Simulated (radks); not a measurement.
**Lu with its nuclear charge varied continuously**

Aim: the energy of 71 electrons in [Xe] 4f14 5d1 6s2 as the nuclear charge moves through non-integer values, and a test of dE/dZ = E(electron-nucleus)/Z.

The numbers are computed with radks (a radial shooting solver on a logarithmic mesh, Libxc functionals) version 1 (scalar-relativistic Kohn-Sham, PBEsol, spin-polarised, spherical densities, finite nucleus; open shells are filled with parallel spins first), except any that are marked as measured or tabulated.

### Step 1. What is computed

```
element            : lutetium (Z = 71)
charge             : 0
electrons          : 71
configuration      : [Xe] 4f14 5d1 6s2
nuclear rms radius : 5.37 fm
```

The outer shells:

Lu
```
[Xe] core
4f [↑↓][↑↓][↑↓][↑↓][↑↓][↑↓][↑↓]
5d [↑ ][  ][  ][  ][  ]
6s [↑↓]
```

### Step 2. Z = 71

The run's settings:

```text
Z 71
configuration [Xe] 4f14 5d1 6s2
relativity scalar-relativistic
functional pbe_sol,pbe_sol
spin polarised
nucleus finite rms 5.37 fm
c 137.035999084
```

### Step 3. Z = 70.8

Settings, as their differences from step 2:

```diff
@@ -1,2 +1,2 @@
-Z 71
+Z 70.8
 configuration [Xe] 4f14 5d1 6s2
```

### Step 4. Z = 71.2

Settings, as their differences from step 3:

```diff
@@ -1,2 +1,2 @@
-Z 70.8
+Z 71.2
 configuration [Xe] 4f14 5d1 6s2
```

### Step 5. Z = 71.4

Settings, as their differences from step 4:

```diff
@@ -1,2 +1,2 @@
-Z 71.2
+Z 71.4
 configuration [Xe] 4f14 5d1 6s2
```

### Step 6. Z = 71.6

Settings, as their differences from step 5:

```diff
@@ -1,2 +1,2 @@
-Z 71.4
+Z 71.6
 configuration [Xe] 4f14 5d1 6s2
```

### Step 7. Z = 71.8

Settings, as their differences from step 6:

```diff
@@ -1,2 +1,2 @@
-Z 71.6
+Z 71.8
 configuration [Xe] 4f14 5d1 6s2
```

### Step 8. Z = 72

Settings, as their differences from step 7:

```diff
@@ -1,2 +1,2 @@
-Z 71.8
+Z 72
 configuration [Xe] 4f14 5d1 6s2
```

Q: Predict the outcome of this session. Wanted: for each run, Z; E; E(electron-nucleus)/Z; highest level; its energy; <r>.

**Answer**, as computed:

```csv
Z,E (hartree),E(electron-nucleus)/Z (hartree),highest level,its energy (eV),<r> (bohr)
70.8,-14455.4687,-503.087,5d up,-0.647,3.222
71,-14557.0163,-505.254,5d up,-1.978,2.866
71.2,-14659.0046,-507.418,5d up,-3.510,2.640
71.4,-14761.4331,-509.580,5d up,-5.201,2.476
71.6,-14864.3017,-511.742,5d up,-7.028,2.348
71.8,-14967.6104,-513.904,5d up,-8.977,2.243
72,-15071.3592,-516.066,5d up,-11.036,2.156
```

At Z = 71 the central difference of E is -508.840 hartree, against -505.254 from the Hellmann-Feynman theorem; the scalar-relativistic energy here is not variational, so the two differ by a part that grows with Z. The top level goes from -0.647 eV at Z = 70.8 to -11.036 eV at Z = 72.
